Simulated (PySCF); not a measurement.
# C5H6ClFO3: the cost of one run

Programs: PySCF 2.14.0, with routines of our own; each step states its level. All values are computed. Atoms count from 0.

## (1) The system as given

16 atoms, charge 0, multiplicity 1; geometry from: GFN2-xTB.

## (2) Vibronic structure: TDA HF/def2-SVP

The job: settings as JSON, then the geometry in Å.

```
{"job": {"kind": "vib", "xc": "HF", "basis": "def2-SVP", "tda": true}, "charge": 0, "multiplicity": 1}
C      2.757887     0.955692    -0.736626
C      2.064652    -0.078195     0.095450
O      2.552414    -0.805883     0.894917
O      0.711263    -0.070259    -0.230783
C     -0.225750    -0.788123     0.440654
O     -0.035848    -1.476625     1.391219
C     -1.590108    -0.553828    -0.198132
C     -2.555163    -0.046799     0.863289
F     -2.172635     1.187024     1.284830
Cl    -4.204748     0.090767     0.197085
H      2.628895     0.720142    -1.790742
H      3.813681     0.976318    -0.485193
H      2.307562     1.928438    -0.552349
H     -1.505737     0.171927    -1.006507
H     -1.961751    -1.502592    -0.586457
H     -2.592211    -0.699061     1.743181
```

With the program's defaults for keys left out, this is: TDA HF/def2-SVP vertical-gradient vibronic structure (displaced harmonic oscillators, Condon), gas phase.

Launch:

```console
$ OMP_NUM_THREADS=1 python excited_run.py task.json out
```

This one command runs all jobs of the session in turn.

Q: Estimate the wall time and peak memory of this first job on 1 thread of Arm Neoverse N1, shared host.

About 40 s, with a peak of 0.88 GiB.
